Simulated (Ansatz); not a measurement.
# GaSb3: the cost of one run

Program: Ansatz 0.2.0. Level of theory: DFT PBE+D3(BJ), scalar-relativistic, plane waves, PAW. These are calculated values, not measurements.

3 further runs of the same task are left out: 1 that didn't finish, 2 set aside as unsound or not needed.

**1. Starting point**

It takes space group Fm-3m (No. 225, cubic). The conventional cell has a = 7.296 Å, b = 7.296 Å, c = 7.296 Å, α = 90.00°, β = 90.00°, γ = 90.00°. Around Ga (site symmetry m-3m) lie 8 Sb at 3.16 Å. Sb (site symmetry -43m) is surrounded by 4 Ga at 3.16 Å and 4 Sb at 3.16 Å. Sb (site symmetry m-3m) has 8 Sb at 3.16 Å as nearest neighbours.

Coordinates:

```xyz
4
Lattice="0.0000 3.6479 3.6479 3.6479 0.0000 3.6479 3.6479 3.6479 0.0000" Properties=species:S:1:pos:R:3 pbc="T T T"
Ga    0.0000    0.0000    0.0000
Sb    1.8239    1.8239    1.8239
Sb    5.4718    5.4718    5.4718
Sb    3.6479    3.6479    3.6479
```

It goes back to an entry of the Materials Project, which need not be the stable form.

It is the result of an earlier relaxation at this level (volume 24.27 Å³/atom; gap on the mesh: none (metal)).

**2. Zero of energy**

Reference values: F = -23237.5531 eV; pressure 0.38 GPa; largest force 0.000 eV/Å; gap on the mesh none (metal). It was computed beforehand with the settings of the runs below.

**3. The scan: moving one atom along a line**

Atom 1 (Ga) is moved by x along the Cartesian unit vector (0.000, 0.000, -1.000); the cell and all other atoms stay fixed. Forces below are components along that vector, summed over the moved atoms. In a periodic cell its images move with it.

**4. Point x = -0.300 Å**

File input.yaml:

```yaml
crystal:
  lattice:
    - [0.0, 3.6478901005, 3.6478901005]
    - [3.6478901005, 0.0, 3.6478901005]
    - [3.6478901005, 3.6478901005, 0.0]
  atoms:
    - { symbol: Ga, position: [0.0411196598, 0.0411196598, -0.0411196598] }
    - { symbol: Sb, position: [0.25, 0.25, 0.25] }
    - { symbol: Sb, position: [0.75, 0.75, 0.75] }
    - { symbol: Sb, position: [0.5, 0.5, 0.5] }
basis:
  ecutwfc: 420
kpoints:
  mp_grid: { grid: [12, 12, 12] }
hamiltonian:
  xc: pbe
  dispersion: d3bj
scf:
  occupations: { method: gaussian, width: 0.15 }
output:
  forces: true
  stress: true
  eigenvalues: true
```

The run is started by

```sh
$ ansatz run input.yaml --threads 1 --pin off --max-ram 2560MiB --backend cpu --events-out ev --progress --plain --runs-dir out
```

What time and memory should one allow on 1 thread of Intel Xeon Platinum 8488C (Sapphire Rapids), shared host?

About 31 s, with a peak of 0.71 GiB.
